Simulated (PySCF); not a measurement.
# C7H5NO: magnetic properties

What do calculations give for the magnetic properties of C7H5NO (`[H]/N=C\C#Cc1ccco1`)?

Programs: PySCF 2.14.0, with routines of our own; each step states its level. All values are computed. Atoms count from 0.

### 1 The starting structure

14 atoms, charge 0, multiplicity 1; geometry from: GFN2-xTB.

### 2 Magnetic properties: GIAO HF/pcSseg-1

What the job is given:

```
{"job": {"kind": "mag", "xc": "HF", "basis": "pcSseg-1", "isotopologues": 0}, "charge": 0, "multiplicity": 1}
N      4.067353    -0.702996     0.249221
C      3.310352     0.306497     0.308770
C      1.908268     0.328885     0.141011
C      0.710960     0.237691    -0.020500
C     -0.673119     0.187160    -0.200081
C     -1.492484    -0.890516    -0.454656
C     -2.799298    -0.371503    -0.542954
C     -2.685549     0.972935    -0.337711
O     -1.412483     1.321390    -0.130699
H      3.588928    -1.583218     0.058688
H      3.778179     1.267569     0.510037
H     -1.185900    -1.911276    -0.560690
H     -3.698904    -0.919980    -0.732073
H     -3.416979     1.756889    -0.315508
```

Method: GIAO HF/pcSseg-1 magnetisability, rotational g tensor and spin-rotation constants, non-relativistic, gas phase.

Run with:

```bash
OMP_NUM_THREADS=1 python excited_run.py task.json out
```

The driver reads the jobs from task.json and runs them one after another.

What it wrote:

```text
final grid: 127520 points
cycle   1  E = -396.9640452409  dE =  2.941e+00  |g| = 6.855e-01  |ddm| = 3.879e+00
cycle   2  E = -397.0880788442  dE = -1.240e-01  |g| = 3.385e-01  |ddm| = 9.468e-01
cycle   3  E = -397.1124670283  dE = -2.439e-02  |g| = 9.853e-02  |ddm| = 3.737e-01
cycle   4  E = -397.1158447668  dE = -3.378e-03  |g| = 2.957e-02  |ddm| = 1.659e-01
cycle   5  E = -397.1161633162  dE = -3.185e-04  |g| = 8.895e-03  |ddm| = 4.823e-02
cycle   6  E = -397.1162238913  dE = -6.058e-05  |g| = 4.450e-03  |ddm| = 2.320e-02
cycle   7  E = -397.1162405878  dE = -1.670e-05  |g| = 2.078e-03  |ddm| = 1.342e-02
cycle   8  E = -397.1162436154  dE = -3.028e-06  |g| = 9.198e-04  |ddm| = 5.116e-03
cycle   9  E = -397.1162446010  dE = -9.856e-07  |g| = 4.822e-04  |ddm| = 2.625e-03
cycle  10  E = -397.1162449308  dE = -3.297e-07  |g| = 2.308e-04  |ddm| = 1.459e-03
cycle  11  E = -397.1162450179  dE = -8.713e-08  |g| = 9.331e-05  |ddm| = 7.700e-04
cycle  12  E = -397.1162450320  dE = -1.416e-08  |g| = 3.602e-05  |ddm| = 3.240e-04
cycle  13  E = -397.1162450338  dE = -1.711e-09  |g| = 9.866e-06  |ddm| = 1.231e-04
cycle  14  E = -397.1162450339  dE = -1.064e-10  |g| = 3.633e-06  |ddm| = 3.461e-05
converged SCF energy = -397.1162450339

Magnetisability tensor (1e-30 J/T^2)
    -1046.06        8.03       78.93
        8.03     -833.78      122.21
       78.93      122.21    -1647.43
isotropic -1175.76   principal values   -1674.81  -1038.32   -814.14
isotropic susceptibility -70.806 1e-6 cm^3/mol

Inertial axes            a          b          c
rot. const./GHz      7.6231     0.6979     0.6394
chi total           -62.524    -49.034   -100.859
chi diamagnetic    -257.851  -1750.781  -1910.092
chi paramagnetic    195.327   1701.747   1809.232
quadrupole/D A       -5.799      9.786     -3.987
g nuclear            0.5996     0.5414     0.5463
g electronic        -0.6995    -0.5580    -0.5435
g total             -0.0999    -0.0166     0.0028

Spin-rotation constants (kHz, H = +C I.J)
atom  isotope        aa         bb         cc
  0    14N        1.530      0.251      0.018
  9     1H       -0.589      0.114     -0.081
 10     1H       -0.559      0.054     -0.062
 11     1H       -0.579      0.058     -0.073
 12     1H        0.242     -0.025     -0.073
 13     1H        0.100     -0.010     -0.066
  1    13C*       3.409      0.294      0.097
  2    13C*       0.648      0.204      0.235
  3    13C*       0.467      0.227      0.200
  4    13C*       3.516      0.223      0.115
  5    13C*       2.907      0.292      0.077
  6    13C*       3.221      0.213      0.072
  7    13C*       3.769      0.232      0.118
  8    17O*      -3.071     -0.248     -0.055
* in the singly substituted isotopologue
```

It took 17 s on 1 thread of Arm Neoverse V2, shared host; peak memory 0.92 GiB.

From this job:

| quantity | value |
| --- | --- |
| magnetisability | -1176·10⁻³⁰ J/T² |
| molar susceptibility | -70.8·10⁻⁶ cm³/mol |
| rotational g (a, b, c) | -0.0999, -0.0166, 0.0028 |

The fields below are evaluated on a grid from the run's orbitals.

Frontier orbitals at HF/pcSseg-1, with the share of their density that lies nearest to each atom:

| orbital | energy (eV) | lies on |
| --- | --- | --- |
| HOMO | -8.49 | C2, C4, C7 about 19 % each; C5 12 %; C3, C6 about 7 % each |
| LUMO | 1.69 | C2, C3 about 15 % each; N0 14 %; C1, C5 about 11 % each |

ELF in a plane through or near 14 of the atoms.

Ten even steps from '0' (0.00) to '9' (1.00):
```
0000000000000000000000000000
0000000000000000000000000000
0000000000000000000000000000
0000000000000000000000000000
0000036100000002320068300000
0000899800242016871499940000
0000899912565107874799960000
0000399835687305737299830000
0001024373282664854432000000
0047656282188538303971000000
0079946545784743834134310000
0079934403686328348759960000
0046789920352015228599990000
0001289950020059983289980000
0000069940000089992028810000
0000002100000089981000000000
0000000000000016730000000000
0000000000000000000000000000
0000000000000000000000000000
0000000000000000000000000000
```
The map spans 13.4 Å across and 9.2 Å up, centred on the molecule. Atoms in the plane (x, y in Å): N0 (-4.1, -0.5), C1 (-3.3, 0.5), C2 (-1.9, 0.4), C3 (-0.7, 0.3), C4 (0.7, 0.2), C5 (1.5, -1.0), C6 (2.8, -0.5), C7 (2.7, 0.9), O8 (1.5, 1.3), H9 (-3.7, -1.4), H10 (-3.8, 1.5), H11 (1.1, -2.0), H12 (3.7, -1.1), H13 (3.5, 1.6).

log10 of the density (e/Å³) in the same plane.

Ten even steps from '0' (-4.0) to '9' (2.0):
```
0000000000000000000000000000
0000000000000000000000000000
0000000000000000000000000000
0000111110111012222222100000
0000233322222223443333310000
0002345443333345665555431000
0012456654554446776666531000
0012467666665556987776431000
0123566877777667776965421000
0134667777879779666765421000
0245777666666667766765431000
0245797655555566777876542000
0134667643444456776666542000
0123456543333356765555431000
0012345432222346654444321000
0000223220001234543222110000
0000011100000123332110000000
0000000000000011211000000000
0000000000000000000000000000
0000000000000000000000000000
```
The map spans 13.4 Å across and 9.2 Å up, centred on the molecule. Atoms in the plane (x, y in Å): N0 (-4.1, -0.5), C1 (-3.3, 0.5), C2 (-1.9, 0.4), C3 (-0.7, 0.3), C4 (0.7, 0.2), C5 (1.5, -1.0), C6 (2.8, -0.5), C7 (2.7, 0.9), O8 (1.5, 1.3), H9 (-3.7, -1.4), H10 (-3.8, 1.5), H11 (1.1, -2.0), H12 (3.7, -1.1), H13 (3.5, 1.6).

On the surface of density 0.002 e/bohr³ the electrostatic potential runs, from the 1st to the 99th percentile, from -1.91 V near N0 to 1.46 V near H13.

### 3 Magnetic properties: common gauge origin KT2/pcSseg-1

The job, as its differences from that of step 2:

```diff
@@ -1,2 +1,2 @@
-{"job": {"kind": "mag", "xc": "HF", "basis": "pcSseg-1", "isotopologues": 0}, "charge": 0, "multiplicity": 1}
+{"job": {"kind": "mag", "xc": "KT2", "basis": "pcSseg-1", "gauge": [0, 0, 0], "scf": {"aux": "def2-qzvpp-jkfit"}}, "charge": 0, "multiplicity": 1}
 N      4.067353    -0.702996     0.249221
```

Level: common gauge origin KT2/pcSseg-1 magnetisability, rotational g tensor and spin-rotation constants, non-relativistic, gas phase.

What it wrote:

```text
final grid: 127520 points
cycle   1  E = -406.3244568904  dE =  1.631e+00  |g| = 6.784e-01  |ddm| = 4.020e+00
cycle   2  E = -406.1084115918  dE =  2.160e-01  |g| = 1.190e+00  |ddm| = 1.905e+00
cycle   3  E = -406.3904137222  dE = -2.820e-01  |g| = 3.587e-01  |ddm| = 1.426e+00
cycle   4  E = -406.4233179831  dE = -3.290e-02  |g| = 1.159e-01  |ddm| = 4.234e-01
cycle   5  E = -406.4261358473  dE = -2.818e-03  |g| = 5.952e-02  |ddm| = 1.391e-01
cycle   6  E = -406.4269057318  dE = -7.699e-04  |g| = 2.505e-02  |ddm| = 7.682e-02
cycle   7  E = -406.4270578099  dE = -1.521e-04  |g| = 5.376e-03  |ddm| = 2.514e-02
cycle   8  E = -406.4270640316  dE = -6.222e-06  |g| = 1.765e-03  |ddm| = 6.498e-03
cycle   9  E = -406.4270647075  dE = -6.759e-07  |g| = 5.192e-04  |ddm| = 2.232e-03
cycle  10  E = -406.4270647570  dE = -4.948e-08  |g| = 3.153e-04  |ddm| = 9.104e-04
cycle  11  E = -406.4270647828  dE = -2.583e-08  |g| = 3.973e-05  |ddm| = 3.456e-04
cycle  12  E = -406.4270647830  dE = -1.513e-10  |g| = 3.235e-05  |ddm| = 8.807e-05
cycle  13  E = -406.4270647832  dE = -2.611e-10  |g| = 7.763e-06  |ddm| = 3.748e-05
converged SCF energy = -406.4270647832

Magnetisability tensor (1e-30 J/T^2)
    -1726.30     -463.30      507.70
     -463.30    -7902.89     -279.23
      507.70     -279.23    -6380.71
isotropic -5336.63   principal values   -7974.82  -6401.96  -1633.11
isotropic susceptibility -321.379 1e-6 cm^3/mol

Inertial axes            a          b          c
rot. const./GHz      7.6231     0.6979     0.6394
chi total           -98.362   -480.240   -385.537
chi diamagnetic    -256.451  -1747.859  -1907.749
chi paramagnetic    158.089   1267.619   1522.212
quadrupole/D A       -4.404      8.597     -4.193
g nuclear            0.5996     0.5414     0.5463
g electronic        -0.5662    -0.4156    -0.4573
g total              0.0334     0.1258     0.0890

Spin-rotation constants (kHz, H = +C I.J)
atom  isotope        aa         bb         cc
  0    14N        1.415      0.245      0.048
  9     1H       -0.242      0.061     -0.099
 10     1H       -0.403      0.113     -0.016
 11     1H        0.169     -0.072     -0.112
 12     1H        0.424      0.171      0.061
 13     1H        0.171      0.167      0.064
  1    13C*       2.934      0.269      0.095
  2    13C*       0.935      0.157      0.196
  3    13C*       0.826      0.135      0.128
  4    13C*       2.889      0.157      0.065
  5    13C*       2.660      0.230      0.056
  6    13C*       2.838      0.252      0.089
  7    13C*       3.131      0.260      0.141
  8    17O*      -3.178     -0.232     -0.062
* in the singly substituted isotopologue
```

Run time: 17 s. Hardware: 1 thread of Arm Neoverse V2, shared host; peak memory 0.6 GiB.

The run ended normally, but its values are not to be used for the molecule: a common gauge origin replaces GIAOs, so the magnetic properties depend on where the origin lies.

### 4 Results

| quantity | value |
| --- | --- |
| magnetisability (step 2, GIAO HF/pcSseg-1) | -1176·10⁻³⁰ J/T² |
| molar susceptibility (step 2, GIAO HF/pcSseg-1) | -70.8·10⁻⁶ cm³/mol |
| rotational g (a, b, c) (step 2, GIAO HF/pcSseg-1) | -0.0999, -0.0166, 0.0028 |
| surface potential, 1st and 99th percentile | -1.91 V and 1.46 V |
| runs | 0 failed, 1 ended on unsound input |

The values above hold for this geometry and these levels alone. Vibrational averaging and real surroundings are missing from these values.
